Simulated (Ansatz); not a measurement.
# TiCo3: the cost of one run

Method: DFT, PAW plane waves, r2scan, in Ansatz 0.2.0.

1 further run of the same task is left out (for a known fault of the program).

## (1) The system as given

Symmetry: Pm-3m, No. 221, cubic system. The conventional cell has a = 3.571 Å, b = 3.571 Å, c = 3.571 Å, α = 90.00°, β = 90.00°, γ = 90.00°. Ti (site symmetry m-3m) has 12 Co at 2.53 Å as nearest neighbours. Around Co (site symmetry 4/mmm) lie 8 Co at 2.53 Å and 4 Ti at 2.53 Å. Co (site symmetry 4/mmm) has 4 Ti at 2.53 Å and 8 Co at 2.53 Å as nearest neighbours.

As a file:

```cif
data_structure
_symmetry_space_group_name_H-M 'P 1'
_symmetry_Int_Tables_number 1
_cell_length_a 7.1420
_cell_length_b 3.5710
_cell_length_c 3.5710
_cell_angle_alpha 90.000
_cell_angle_beta 90.000
_cell_angle_gamma 90.000
_cell_volume 91.08
loop_
_atom_site_label
_atom_site_type_symbol
_atom_site_fract_x
_atom_site_fract_y
_atom_site_fract_z
_atom_site_occupancy
Ti1 Ti 0.00000 0.00000 0.00000 1
Co1 Co 0.00000 0.50000 0.50000 1
Co2 Co 0.25000 0.00000 0.50000 1
Co3 Co 0.25000 0.50000 0.00000 1
Ti2 Ti 0.50000 0.00000 0.00000 1
Co4 Co 0.50000 0.50000 0.50000 1
Co5 Co 0.75000 0.00000 0.50000 1
Co6 Co 0.75000 0.50000 0.00000 1
```

## (2) A run

File input.yaml:

```yaml
crystal:
  lattice:
    - [7.142, 0.0, 0.0]
    - [0.0, 3.571, 0.0]
    - [0.0, 0.0, 3.571]
  atoms:
    - { symbol: Ti, position: [0.0, 0.0, 0.0] }
    - { symbol: Co, position: [0.0, 0.5, 0.5], spin: 3.0 }
    - { symbol: Co, position: [0.25, 0.0, 0.5], spin: 3.0 }
    - { symbol: Co, position: [0.25, 0.5, 0.0], spin: 3.0 }
    - { symbol: Ti, position: [0.5, 0.0, 0.0] }
    - { symbol: Co, position: [0.5, 0.5, 0.5], spin: 3.0 }
    - { symbol: Co, position: [0.75, 0.0, 0.5], spin: 3.0 }
    - { symbol: Co, position: [0.75, 0.5, 0.0], spin: 3.0 }
  symmetry: { tolerance: 0.0003 }
hamiltonian:
  xc: r2scan
  pseudopotentials: { kind: paw, azcp: { folder: soft_1 } }
basis:
  ecutwfc: 500
magnetization:
  spin_polarized: true
scf:
  occupations: { method: fermi_dirac, width: 0.05 }
kpoints:
  mp_grid: { grid: [4, 8, 8], shift: [0, 0, 0] }
output:
  forces: true
  stress: true
  eigenvalues: true
  write_density: true
  write_potential: true
  elf: true
  volumetric_format: npy
```

Launch:

```
$ ansatz run input.yaml --threads 2 --pin off --max-ram 5632MiB --backend cpu --events-out ev --progress --plain --runs-dir out
```

Q: Estimate wall time and peak memory on 2 threads of AMD EPYC 9R45 (Zen 5), shared host.

About 50 s, with a peak of 1.1 GiB.
